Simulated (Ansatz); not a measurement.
# B2SbI3: the cost of one run

Method: DFT PBE, scalar-relativistic, plane waves, PAW, in Ansatz 0.2.0.

## (1) The structure to begin with

Symmetry: P-4m2, No. 115, tetragonal system. Conventional cell: a = 4.372 Å, b = 4.372 Å, c = 9.631 Å, α = 90.00°, β = 90.00°, γ = 90.00°. B (site symmetry 2mm) has 7 I at 3.28 to 3.39 Å and 2 Sb at 3.39 Å as nearest neighbours. Sb (site symmetry -4m2) is surrounded by 4 I at 3.09 Å and 4 B at 3.39 Å. Around I (site symmetry 2mm) lie 5 B at 3.28 to 3.35 Å. Around I (site symmetry -4m2) lie 4 Sb at 3.09 Å.

As a file:

```xyz
6
Lattice="4.3715 0.0000 0.0000 0.0000 4.3715 0.0000 0.0000 0.0000 9.6309" Properties=species:S:1:pos:R:3 pbc="T T T"
B     0.0000    2.1858    7.0450
B     2.1858    0.0000    2.5859
Sb    0.0000    0.0000    0.0000
I     0.0000    2.1858    3.6934
I     2.1858    0.0000    5.9374
I     2.1858    2.1858    0.0000
```

Recipe of the guess: species swapped into a database cell of Ti2CuSb3 (P-4m2, No. 115), with B on the Ti sites, Sb on the Cu sites and I on the Sb sites. Its size is a rough estimate.

## (2) Probe: one point on a coarse mesh

input.yaml

```yaml
crystal:
  lattice:
    - [4.37153375, 0.0, 0.0]
    - [0.0, 4.37153375, 0.0]
    - [0.0, 0.0, 9.63089928]
  atoms:
    - { symbol: B, position: [0.0, 0.5, 0.73150003] }
    - { symbol: B, position: [0.5, 0.0, 0.26849997] }
    - { symbol: Sb, position: [0.0, 0.0, 0.0] }
    - { symbol: I, position: [0.0, 0.5, 0.38350001] }
    - { symbol: I, position: [0.5, 0.0, 0.61649999] }
    - { symbol: I, position: [0.5, 0.5, 0.0] }
basis:
  ecutwfc: 420
kpoints:
  mp_grid: { grid: [4, 4, 2] }
hamiltonian:
  xc: pbe
scf:
  occupations: { method: gaussian, width: 0.1 }
  lower_state_search: "off"
output:
  forces: true
  stress: true
  eigenvalues: true
```

Run with:

```sh
$ ansatz run input.yaml --threads 1 --pin off --max-ram 2560MiB --backend cpu --events-out ev --progress --plain --runs-dir out
```

Q: Estimate wall time and peak memory on 1 thread of Intel Xeon at 2.70GHz, shared host.

About 7.5 s, with a peak of 0.42 GiB.
